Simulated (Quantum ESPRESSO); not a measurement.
# Fe in Quantum ESPRESSO: a series of runs, part 3 of 3

Quantum ESPRESSO 7.5. The steps go on from the part before.

## 4. Work function, PBE, collinear spin, ferromagnetic start

Input file pw.in:

```
&CONTROL
  calculation = 'scf'
  prefix = 'pwscf'
  outdir = './tmp'
  pseudo_dir = './pseudo'
  tprnfor = .true.
  disk_io = 'low'
/
&SYSTEM
  ibrav = 0
  celldm(1) = 8
  nat = 1
  ntyp = 1
  ecutwfc = 90
  nbnd = 17
  occupations = 'smearing'
  smearing = 'fd'
  degauss = 0.00367493
  nspin = 2
  starting_magnetization(1) = 0.1875
  assume_isolated = 'esm'
  esm_bc = 'bc1'
/
&ELECTRONS
  conv_thr = 1d-09
  electron_maxstep = 150
  mixing_beta = 0.3
  mixing_mode = 'local-TF'
/
ATOMIC_SPECIES
Fe    55.8450 Fe.upf
CELL_PARAMETERS alat
  0.5459395152467   0.0000000000000   0.0000000000000
  0.0000000000000   0.5459395152467   0.0000000000000
  0.0000000000000   0.0000000000000   5.6219352207617
ATOMIC_POSITIONS crystal
Fe     0.0000000000    0.0000000000    0.0000000000
K_POINTS automatic
11 11 1 0 0 0
```

Input file pp_density.in:

```
&INPUTPP
  prefix = 'pwscf'
  outdir = './tmp'
  filplot = 'density.dat'
  plot_num = 0
/
&PLOT
  nfile = 1
  filepp(1) = 'density.dat'
  iflag = 3
  output_format = 6
  fileout = 'density.cube'
/
```

Input file pp_potential.in:

```
&INPUTPP
  prefix = 'pwscf'
  outdir = './tmp'
  filplot = 'potential.dat'
  plot_num = 11
/
&PLOT
  nfile = 1
  filepp(1) = 'potential.dat'
  iflag = 3
  output_format = 6
  fileout = 'potential.cube'
/
```

Input file pp_spin.in:

```
&INPUTPP
  prefix = 'pwscf'
  outdir = './tmp'
  filplot = 'spin.dat'
  plot_num = 6
/
&PLOT
  nfile = 1
  filepp(1) = 'spin.dat'
  iflag = 3
  output_format = 6
  fileout = 'spin.cube'
/
```

Input file pp_elf.in:

```
&INPUTPP
  prefix = 'pwscf'
  outdir = './tmp'
  filplot = 'elf.dat'
  plot_num = 8
/
&PLOT
  nfile = 1
  filepp(1) = 'elf.dat'
  iflag = 3
  output_format = 6
  fileout = 'elf.cube'
/
```

Potentials or basis: PseudoDojo 0.4.1 SR PBE standard.

Started as:

```console
$ OMP_NUM_THREADS=1 mpirun -n 2 pw.x -nk 2 -in pw.in > pw.out
$ OMP_NUM_THREADS=1 mpirun -n 1 pp.x -in pp_density.in > pp_density.out
$ OMP_NUM_THREADS=1 mpirun -n 1 pp.x -in pp_potential.in > pp_potential.out
$ OMP_NUM_THREADS=1 mpirun -n 1 pp.x -in pp_spin.in > pp_spin.out
$ OMP_NUM_THREADS=1 mpirun -n 1 pp.x -in pp_elf.in > pp_elf.out
```

pw.out:

```text
This program is part of the open-source Quantum ESPRESSO suite
     for quantum simulation of materials; please cite
[... 6 lines left out ...]
     using ibrav=0 with symmetry is DISCOURAGED, use correct ibrav instead

     K-points division:     npool     =       2
     Subspace diagonalization in iterative solution of the eigenvalue problem:
     a serial algorithm will be used

     G-vector sticks info
     --------------------
     sticks:   dense  smooth     PW     G-vecs:    dense   smooth      PW
     Sum         553     553    169                99055    99055   16309

     Using Slab Decomposition

     bravais-lattice index     =            0
     lattice parameter (alat)  =       8.0000  a.u.
     unit-cell volume          =     857.9162 (a.u.)^3
     number of atoms/cell      =            1
     number of atomic types    =            1
     number of electrons       =        16.00
     number of Kohn-Sham states=           17
     kinetic-energy cutoff     =      90.0000  Ry
     charge density cutoff     =     360.0000  Ry
     scf convergence threshold =      1.0E-09
     mixing beta               =       0.3000
     number of iterations used =            8  local-TF  mixing
     Exchange-correlation= PBE
                           (   1   4   3   4   0   0   0)

     Effective Screening Medium Method
     =================================
     Boundary Conditions: Vacuum-Slab-Vacuum
     total charge in unit cell        =   0.0000
     grid points for fit at edges     =        4

     celldm(1)=   8.000000  celldm(2)=   0.000000  celldm(3)=   0.000000
     celldm(4)=   0.000000  celldm(5)=   0.000000  celldm(6)=   0.000000

     crystal axes: (cart. coord. in units of alat)
               a(1) = (   0.545940   0.000000   0.000000 )
               a(2) = (   0.000000   0.545940   0.000000 )
               a(3) = (   0.000000   0.000000   5.621935 )

     reciprocal axes: (cart. coord. in units 2 pi/alat)
               b(1) = (  1.831705  0.000000  0.000000 )
               b(2) = (  0.000000  1.831705  0.000000 )
               b(3) = (  0.000000  0.000000  0.177875 )

     PseudoPot. # 1 for Fe read from file:
     Fe.upf
     Pseudo is Norm-conserving + core correction, Zval = 16.0
     Generated using ONCVPSP code by D. R. Hamann
     Using radial grid of 1426 points,  6 beta functions with:
                l(1) =   0
                l(2) =   0
                l(3) =   1
                l(4) =   1
                l(5) =   2
                l(6) =   2

     atomic species   valence    mass     pseudopotential
     Fe               16.00    55.84500     Fe( 1.00)

     Starting magnetic structure
     atomic species   magnetization
     Fe              0.188

     16 Sym. Ops., with inversion, found

   Cartesian axes

     site n.     atom                  positions (alat units)
         1        Fe     tau(   1) = (   0.0000000   0.0000000   0.0000000  )

     number of k points=    21  Fermi-Dirac smearing, width (Ry)=  0.0037
                       cart. coord. in units 2pi/alat
        k(    1) = (   0.0000000   0.0000000   0.0000000), wk =   0.0082645
        k(    2) = (   0.0000000   0.1665186   0.0000000), wk =   0.0330579
        k(    3) = (   0.0000000   0.3330372   0.0000000), wk =   0.0330579
        k(    4) = (   0.0000000   0.4995558   0.0000000), wk =   0.0330579
        k(    5) = (   0.0000000   0.6660745   0.0000000), wk =   0.0330579
        k(    6) = (   0.0000000   0.8325931   0.0000000), wk =   0.0330579
[... 13 lines left out ...]
        k(   20) = (   0.6660745   0.8325931   0.0000000), wk =   0.0661157
        k(   21) = (   0.8325931   0.8325931   0.0000000), wk =   0.0330579

     Dense  grid:    99055 G-vectors     FFT dimensions: (  27,  27, 288)

     Generating pointlists ...
     new r_m :   0.2252 (alat units)  1.8016 (a.u.) for type    1

     Initial potential from superposition of free atoms

     starting charge      15.9996, renormalised to      16.0000

     negative rho (up, down):  4.630E-05 3.168E-05
     Starting wfcs are   10 randomized atomic wfcs +    7 random wfcs

     Self-consistent Calculation

     iteration #  1     ecut=    90.00 Ry     beta= 0.30
     Davidson diagonalization with overlap
     c_bands:  4 eigenvalues not converged
     c_bands:  5 eigenvalues not converged
     c_bands:  1 eigenvalues not converged
     c_bands:  3 eigenvalues not converged
     c_bands:  2 eigenvalues not converged
     c_bands:  2 eigenvalues not converged
     c_bands:  5 eigenvalues not converged
     ethr =  1.00E-02,  avg # of iterations = 19.3
[... 382 lines left out ...]
     iteration # 22     ecut=    90.00 Ry     beta= 0.30
     Davidson diagonalization with overlap
     c_bands:  1 eigenvalues not converged
     c_bands:  1 eigenvalues not converged
     c_bands:  1 eigenvalues not converged
     c_bands:  1 eigenvalues not converged
     c_bands:  1 eigenvalues not converged
     c_bands:  1 eigenvalues not converged
     ethr =  1.59E-11,  avg # of iterations = 11.9

     Magnetic moment per site  (integrated on atomic sphere of radius R)
     atom   1 (R=0.225)  charge= 14.0251  magn=  2.6695

     End of self-consistent calculation

 ------ SPIN UP ------------

          k = 0.0000 0.0000 0.0000 ( 12447 PWs)   bands (ev):

   -92.8722 -59.2667 -58.6021 -58.6021 -10.5389  -8.6280  -7.7543  -5.7290
    -5.7290  -5.0645  -4.6236  -0.4829  -0.0253   0.0451   0.9205   1.1768
     2.5706
[... 117 lines left out ...]
   -92.7350 -59.1644 -59.0389 -59.0381  -9.3104  -7.4672  -7.4316  -6.3206
    -3.8707   2.4893   3.7300   7.6630   8.5420   9.5232   9.5659  11.1579
    11.2772

 ------ SPIN DOWN ----------

          k = 0.0000 0.0000 0.0000 ( 12447 PWs)   bands (ev):

   -89.9722 -55.8831 -55.7187 -55.7187  -9.9920  -6.7320  -4.9731  -4.3312
    -2.7458  -2.7458  -1.6266  -0.4078  -0.0742   0.0800   0.9093   1.2641
     2.5805
[... 117 lines left out ...]
   -89.8241 -56.1973 -56.1963 -55.7668  -7.1358  -4.9013  -4.8441  -2.6320
    -1.4639   3.0303   4.2095   8.1949   9.3209   9.8581  10.4009  11.4918
    11.4979

     the Fermi energy is    -4.6652 ev

!    total energy              =    -250.54494215 Ry
     estimated scf accuracy    <          9.6E-10 Ry
     smearing contrib. (-TS)   =      -0.00073941 Ry
     internal energy E=F+TS    =    -250.54420274 Ry

     The total energy is F=E-TS. E is the sum of the following terms:
     one-electron contribution =      34.24806626 Ry
     hartree contribution      =     -20.66932298 Ry
     xc contribution           =     -35.51066581 Ry
     ewald contribution        =    -228.61228022 Ry

     total magnetization       =     2.76 Bohr mag/cell
     absolute magnetization    =     2.86 Bohr mag/cell

     convergence has been achieved in  22 iterations

     Forces acting on atoms (cartesian axes, Ry/au):

     atom    1 type  1   force =     0.00000000    0.00000000    0.00000000

     Total force =     0.000000     Total SCF correction =     0.000000

=------------------------------------------------------------------------------=
   JOB DONE.
=------------------------------------------------------------------------------=
```

pp_density.out:

```text
This program is part of the open-source Quantum ESPRESSO suite
     for quantum simulation of materials; please cite
         "P. Giannozzi et al., J. Phys.:Condens. Matter 21 395502 (2009);
         "P. Giannozzi et al., J. Phys.:Condens. Matter 29 465901 (2017);
         "P. Giannozzi et al., J. Chem. Phys. 152 154105 (2020);
     in publications or presentations arising from this work. More details at

     IMPORTANT: XC functional enforced from input :
     Exchange-correlation= PBE
                           (   1   4   3   4   0   0   0)
     Any further DFT definition will be discarded
     Please, verify this is what you really want

     G-vector sticks info
     --------------------
     sticks:   dense  smooth     PW     G-vecs:    dense   smooth      PW
     Sum         553     553    169                99055    99055   16309

     Using Slab Decomposition

     Calling punch_plot, plot_num =   0
     Writing data to file  density.dat
     Reading data from file  density.dat

     Writing data to be plotted to file density.cube
     Plot Type: 3D                     Output format: Gaussian cube

=------------------------------------------------------------------------------=
   JOB DONE.
=------------------------------------------------------------------------------=
```

Wall time 3.6 min (2 MPI ranks of Arm Neoverse V2, shared host); peak memory 0.52 GiB.

Results:

```yaml
Free_energy: -3408.8376 eV
Band_gap_on_the_k_mesh: none (metal or under the smearing width)
Net_moment: 2.76 μB per cell
Absolute_moment: 2.86 μB per cell
Site_moments: Fe +2.67 μB
Valence_electrons_inside_the_program's_atomic_spheres: Fe 14.03
Work_function_of_the_upper_face: 4.67 eV
Work_function_of_the_lower_face: 4.67 eV
```

Levels at points of the mesh, in eV from the Fermi level:
Spin up:
```
           k point  band 8  band 9  band 10  band 11  band 12  band 13
(0.00, 0.00, 0.00)   -1.06   -1.06    -0.40     0.04     4.18     4.64
```
Spin down:
```tsv
k point	band 4	band 5	band 6	band 7	band 8	band 9	band 10	band 11
(0.00, 0.00, 0.00)	-51.05	-5.33	-2.07	-0.31	0.33	1.92	1.92	3.04
```

## 5. Summary

```csv
boundary across the vacuum,tefield,dipfield,emaxpos,eopreg,gap on the mesh (eV),moment (μB),work function (eV)
none,-,-,-,-,none,2.76,4.67
dipole,yes,yes,0.7731,0.042,none,2.76,4.66
esm,-,-,-,-,none,2.76,4.67
```

Alike in all rows: task work function; level PBE; potentials or basis PseudoDojo 0.4.1 SR PBE standard; spin collinear, ferromagnetic start; cell as given; k mesh 11 × 11 × 1; cutoff (eV) 1225; smearing fermi-dirac 0.05 eV.

Every run on the cell as given and a fine mesh finds a metal.

Total energies depend on the potentials used, so only differences within one code and one set of settings carry meaning.
